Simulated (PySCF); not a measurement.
# C₅H₆FNO₂: magnetic properties

Aim: compute the magnetic properties of C₅H₆FNO₂ (`C[C@@]1(F)OCO[C@H]1C#N`).

Computed with PySCF 2.14.0 and routines of our own; the level stands in each step. Atoms count from 0.

## 1. The system as given

15 atoms, charge 0, multiplicity 1; geometry from: GFN2-xTB.

## 2. Magnetic properties: GIAO BHandHLYP/pcSseg-1

Job settings and geometry (Å):

```
{"job": {"kind": "mag", "xc": "BHandHLYP", "basis": "pcSseg-1", "isotopologues": 0}, "charge": 0, "multiplicity": 1}
C     -1.110338    -1.359914    -0.430197
C     -0.414368    -0.018052    -0.510650
F     -0.397201     0.382031    -1.848571
O     -1.058816     0.945098     0.233174
C     -0.083822     1.885457     0.605727
O      1.081197     1.156433     0.868949
C      1.070733     0.051135    -0.014900
C      1.503062    -1.148126     0.674982
N      1.842486    -2.093384     1.217063
H     -0.581965    -2.086729    -1.041514
H     -1.140243    -1.697404     0.601320
H     -2.125248    -1.241609    -0.801105
H      0.083922     2.610599    -0.210841
H     -0.404984     2.397240     1.514536
H      1.731170     0.225213    -0.879885
```

Method: GIAO BHandHLYP/pcSseg-1 magnetisability, rotational g tensor and spin-rotation constants, non-relativistic, gas phase.

Started as:

```bash
$ OMP_NUM_THREADS=1 python excited_run.py task.json out
```

The driver reads the jobs from task.json and runs them one after another.

Output:

```text
coarse grid: 13472 points
cycle   1  E = -498.5664866178  dE =  1.810e+00  |g| = 1.028e+00  |ddm| = 3.517e+00
cycle   2  E = -498.4340499456  dE =  1.324e-01  |g| = 1.360e+00  |ddm| = 1.545e+00
cycle   3  E = -498.7651346604  dE = -3.311e-01  |g| = 1.918e-01  |ddm| = 1.010e+00
cycle   4  E = -498.7712124512  dE = -6.078e-03  |g| = 9.189e-02  |ddm| = 1.611e-01
cycle   5  E = -498.7728815858  dE = -1.669e-03  |g| = 1.306e-02  |ddm| = 7.130e-02
cycle   6  E = -498.7729162257  dE = -3.464e-05  |g| = 3.798e-03  |ddm| = 1.381e-02
cycle   7  E = -498.7729193417  dE = -3.116e-06  |g| = 9.526e-04  |ddm| = 3.682e-03
final grid: 133288 points
cycle   8  E = -498.8361498869  dE = -2.138e-05  |g| = 4.113e-03  |ddm| = 1.563e-02
cycle   9  E = -498.8361496692  dE =  2.178e-07  |g| = 4.530e-03  |ddm| = 5.543e-03
cycle  10  E = -498.8361530494  dE = -3.380e-06  |g| = 5.375e-04  |ddm| = 2.889e-03
cycle  11  E = -498.8361530921  dE = -4.271e-08  |g| = 3.115e-04  |ddm| = 5.000e-04
cycle  12  E = -498.8361531098  dE = -1.775e-08  |g| = 9.776e-05  |ddm| = 2.670e-04
cycle  13  E = -498.8361531119  dE = -2.057e-09  |g| = 1.687e-05  |ddm| = 7.324e-05
cycle  14  E = -498.8361531120  dE = -5.616e-11  |g| = 6.770e-06  |ddm| = 1.747e-05
converged SCF energy = -498.8361531120

Magnetisability tensor (1e-30 J/T^2)
    -1134.98       10.52      -16.68
       10.52    -1255.22       65.49
      -16.68       65.49    -1230.36
isotropic -1206.86   principal values   -1311.44  -1176.98  -1132.14
isotropic susceptibility -72.679 1e-6 cm^3/mol

Inertial axes            a          b          c
rot. const./GHz      2.3680     1.6337     1.2146
chi total           -75.828    -70.757    -71.451
chi diamagnetic    -599.416   -784.784  -1037.344
chi paramagnetic    523.589    714.027    965.893
quadrupole/D A      -14.464      8.468      5.996
g nuclear            0.5687     0.5243     0.5347
g electronic        -0.5825    -0.5480    -0.5512
g total             -0.0137    -0.0237    -0.0164

Spin-rotation constants (kHz, H = +C I.J)
atom  isotope        aa         bb         cc
  2    19F        1.549      2.319      1.032
  8    14N        0.136      0.365      0.268
  9     1H       -0.192     -0.083     -0.082
 10     1H       -0.181     -0.155     -0.036
 11     1H       -0.079     -0.103     -0.115
 12     1H       -0.076     -0.152     -0.013
 13     1H       -0.239     -0.034     -0.017
 14     1H       -0.246     -0.187      0.071
  0    13C*       0.377      0.237      0.182
  1    13C*       0.707      0.485      0.346
  3    17O*      -0.237     -0.328     -0.248
  4    13C*       0.578      0.412      0.339
  5    17O*      -0.229     -0.126     -0.213
  6    13C*       0.613      0.296      0.286
  7    13C*       0.097      0.708      0.507
* in the singly substituted isotopologue
```

It took 27 s on 1 thread of Intel Xeon 6975P-C, shared host; peak memory 0.82 GiB.

From this job:

| quantity | value |
| --- | --- |
| magnetisability | -1207·10⁻³⁰ J/T² |
| molar susceptibility | -72.7·10⁻⁶ cm³/mol |
| rotational g (a, b, c) | -0.0137, -0.0237, -0.0164 |

The fields below are evaluated on a grid from the run's orbitals.

Frontier orbitals at BHandHLYP/pcSseg-1, with the share of their density that lies nearest to each atom:

| orbital | energy (eV) | lies on |
| --- | --- | --- |
| HOMO | -10.32 | O5 41 %; H12 16 %; O3 15 % |
| LUMO | 1.12 | N8 32 %; C7 28 %; C6 11 % |

ELF in a plane through or near 7 of the atoms.

Ten even steps from ' ' (0.00) to '@' (1.00):
```
                                                        
                                                        
                                ..------..              
                          ..::--++##%%%%**==            
                          ::++**##**%%@@%%**::          
              ..----::    --**##%%==--####**::          
            ..--**%%##--  --++..==%%##**++==..          
            ..==%%%%**##----%%**==##**--..              
              ..**++==##==--====::..                    
          ..::----****....::--::....::::::..            
          ::++**--====--------==++++****++==..          
          ..==++--**%%++**##==####----++++--..          
              ....==######**..::++######--..            
                  ==##%%##==    ##@@@@@@%%--            
                  ::==++==..    %%@@@@@@%%--            
                                ==@@@@%%--              
                                                        
                                                        
                                                        
                                                        
```
The map spans 10.3 Å across and 10.3 Å up, centred on the molecule. Atoms in the plane (x, y in Å): C0 (1.6, -0.9), O3 (-0.8, -1.1), C4 (-1.9, -0.2), O5 (-1.4, 1.1), C7 (0.8, 1.8), N8 (1.5, 2.5), H11 (1.7, -2.0).

On the surface of density 0.002 e/bohr³ the electrostatic potential runs, from the 1st to the 99th percentile, from -1.51 V near N8 to 1.52 V near H14.

## 3. Magnetic properties: GIAO LC-wPBE/3-21G in acetonitrile

Settings changed since step 2:

```diff
@@ -1,2 +1,2 @@
-{"job": {"kind": "mag", "xc": "BHandHLYP", "basis": "pcSseg-1", "isotopologues": 0}, "charge": 0, "multiplicity": 1}
+{"job": {"kind": "mag", "xc": "LC-wPBE", "basis": "3-21G", "solvent": "acetonitrile"}, "charge": 0, "multiplicity": 1}
 C     -1.110338    -1.359914    -0.430197
```

Method: GIAO LC-wPBE/3-21G magnetisability, non-relativistic, IEF-PCM acetonitrile.

Output:

```text
coarse grid: 13472 points
cycle   1  E = -495.7504104015  dE =  1.888e+00  |g| = 1.092e+00  |ddm| = 4.137e+00
cycle   2  E = -495.7388501950  dE =  1.156e-02  |g| = 1.237e+00  |ddm| = 2.144e+00
cycle   3  E = -496.0060988159  dE = -2.672e-01  |g| = 1.079e-01  |ddm| = 1.170e+00
cycle   4  E = -496.0079110089  dE = -1.812e-03  |g| = 6.846e-02  |ddm| = 1.255e-01
cycle   5  E = -496.0088194787  dE = -9.085e-04  |g| = 9.445e-03  |ddm| = 7.440e-02
cycle   6  E = -496.0088433799  dE = -2.390e-05  |g| = 2.332e-03  |ddm| = 1.397e-02
cycle   7  E = -496.0088451302  dE = -1.750e-06  |g| = 8.200e-04  |ddm| = 6.129e-03
final grid: 133288 points
cycle   8  E = -496.0887718421  dE = -6.370e-05  |g| = 9.852e-03  |ddm| = 2.747e-02
cycle   9  E = -496.0887750855  dE = -3.243e-06  |g| = 9.692e-03  |ddm| = 1.580e-02
cycle  10  E = -496.0887884294  dE = -1.334e-05  |g| = 4.911e-04  |ddm| = 7.197e-03
cycle  11  E = -496.0887885028  dE = -7.332e-08  |g| = 2.378e-04  |ddm| = 8.184e-04
cycle  12  E = -496.0887885170  dE = -1.422e-08  |g| = 8.463e-05  |ddm| = 3.814e-04
cycle  13  E = -496.0887885065  dE =  1.045e-08  |g| = 2.394e-05  |ddm| = 1.017e-04
cycle  14  E = -496.0887885067  dE = -1.708e-10  |g| = 1.083e-05  |ddm| = 4.847e-05
converged SCF energy = -496.0887885067

Magnetisability tensor (1e-30 J/T^2)
    -1164.04       -4.68      -22.47
       -4.68    -1279.35       74.24
      -22.47       74.24    -1259.18
isotropic -1234.19   principal values   -1344.90  -1204.11  -1153.56
isotropic susceptibility -74.325 1e-6 cm^3/mol

Inertial axes            a          b          c
rot. const./GHz      2.3680     1.6337     1.2146
chi total           -77.129    -72.659    -73.186
chi diamagnetic    -597.008   -783.193  -1035.762
chi paramagnetic    519.878    710.534    962.576
quadrupole/D A      -15.395      8.926      6.469
```

It took 11 s on 1 thread of Intel Xeon 6975P-C, shared host; peak memory 0.58 GiB.

In short:

| quantity | value |
| --- | --- |
| magnetisability | -1234·10⁻³⁰ J/T² |
| molar susceptibility | -74.3·10⁻⁶ cm³/mol |

## 4. What came out

```
                                                quantity                      value
       magnetisability (step 2, GIAO BHandHLYP/pcSseg-1)           -1207·10⁻³⁰ J/T²
  molar susceptibility (step 2, GIAO BHandHLYP/pcSseg-1)         -72.7·10⁻⁶ cm³/mol
rotational g (a, b, c) (step 2, GIAO BHandHLYP/pcSseg-1)  -0.0137, -0.0237, -0.0164
                   surface potential, 1st and 99th percentile         -1.51 V and 1.52 V
```

In words: The values above hold for this geometry and these levels alone. Vibrational averaging and real surroundings are missing from these values.
